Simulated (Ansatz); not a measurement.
**Ti3Sn: further runs on the relaxed cell**

The task here is to estimate one member of a computed series from the others.

Method: DFT r2SCAN, scalar-relativistic, plane waves, PAW, in Ansatz 0.2.0.

1 further run of the same task is left out (set aside as unsound or not needed). Runs told in other sessions of the task aren't counted.

## The structure to begin with

Symmetry: P6_3/mmc, No. 194, hexagonal system. The conventional cell has a = 5.890 Å, b = 5.890 Å, c = 4.748 Å, α = 90.00°, β = 90.00°, γ = 120.00°. Ti (site symmetry mm2) is surrounded by 8 Ti at 2.91 to 2.98 Å and 4 Sn at 2.93 to 2.95 Å. Sn (site symmetry -6m2) is surrounded by 12 Ti at 2.93 to 2.95 Å.

Coordinates:

```cif
data_structure
_symmetry_space_group_name_H-M 'P6_3/mmc'
_symmetry_Int_Tables_number 194
_cell_length_a 5.8904
_cell_length_b 5.8904
_cell_length_c 4.7479
_cell_angle_alpha 90.000
_cell_angle_beta 90.000
_cell_angle_gamma 120.000
_cell_volume 142.67
loop_
_atom_site_label
_atom_site_type_symbol
_atom_site_symmetry_multiplicity
_atom_site_Wyckoff_symbol
_atom_site_fract_x
_atom_site_fract_y
_atom_site_fract_z
_atom_site_occupancy
Ti1 Ti 6 h 0.16461 0.32922 0.75000 1
Sn1 Sn 2 c 0.66667 0.33333 0.75000 1
```

It goes back to an entry of the Materials Project.

It is the result of an earlier relaxation at this level (volume 17.83 Å³/atom; gap on the mesh: none (metal)).

The first run:

input.yaml

```yaml
crystal:
  lattice:
    - [5.8309194954, 0.0, 0.0]
    - [-2.9154597477, 5.0497244104, 0.0]
    - [0.0, 0.0, 4.6999475766]
  atoms:
    - { symbol: Ti, position: [0.1646115584, 0.3292231169, 0.75] }
    - { symbol: Ti, position: [0.6707768831, 0.8353884416, 0.75] }
    - { symbol: Ti, position: [0.1646115584, 0.8353884416, 0.75] }
    - { symbol: Ti, position: [0.8353884416, 0.6707768831, 0.25] }
    - { symbol: Ti, position: [0.3292231169, 0.1646115584, 0.25] }
    - { symbol: Ti, position: [0.8353884416, 0.1646115584, 0.25] }
    - { symbol: Sn, position: [0.6666666667, 0.3333333333, 0.75] }
    - { symbol: Sn, position: [0.3333333333, 0.6666666667, 0.25] }
basis:
  ecutwfc: 500
kpoints:
  mp_grid: { grid: [6, 6, 8] }
hamiltonian:
  xc: r2scan
scf:
  occupations: { method: gaussian, width: 0.1 }
output:
  forces: true
  stress: true
  eigenvalues: true
relax:
  adjacent_minimum: "off"
  f_tol: 0.01
  max_steps: 30
  cell: { stress_tol: 0.1, fix: [volume] }
```

On the command line:

```
ansatz run input.yaml --threads 2 --pin off --max-ram 5120MiB --backend cpu --events-out ev --progress --plain --runs-dir out
```

Among the steps run: Volume × 0.97; Point at V/V0 = 1.03; Volume × 0.94; Volume × 1.06; Volume × 0.91; The cell scaled to 1.10 of its volume; Point at V/V0 = 0.88.

One of the session's tables, all rows but one given; the rest of the session is left out.

It belongs to the step «Equation of state». 

| volume (Å³/atom) | energy above the lowest point (meV/atom) | pressure (GPa) |
| --- | --- | --- |
| 15.693 | 122.3 | 20.46 |
| 16.228 | 64.9 | 14.12 |
| 16.763 | ? | ? |
| 17.298 | 6.3 | 3.99 |
| 17.833 | 0.0 | -0.03 |
| 18.368 | 6.1 | -3.49 |
| 18.903 | 23.0 | -6.46 |
| 19.617 | 59.4 | -9.76 |

Q: Estimate the row for volume (Å³/atom) = 16.763 from the others.

Worked estimate for «energy above the lowest point (meV/atom)». A straight line through the neighbours (16.228, 64.9) and (17.298, 6.3) gives 64.9 + (6.3 − 64.9) × (16.763 − 16.228) / (17.298 − 16.228) = 35.6; a parabola fitted to 4 rows on both sides gives 27.1.

The run gave: energy above the lowest point (meV/atom): 27.2; pressure (GPa): 8.68. In «energy above the lowest point (meV/atom)» the line misses by +8.4 and the parabola by -0.1.
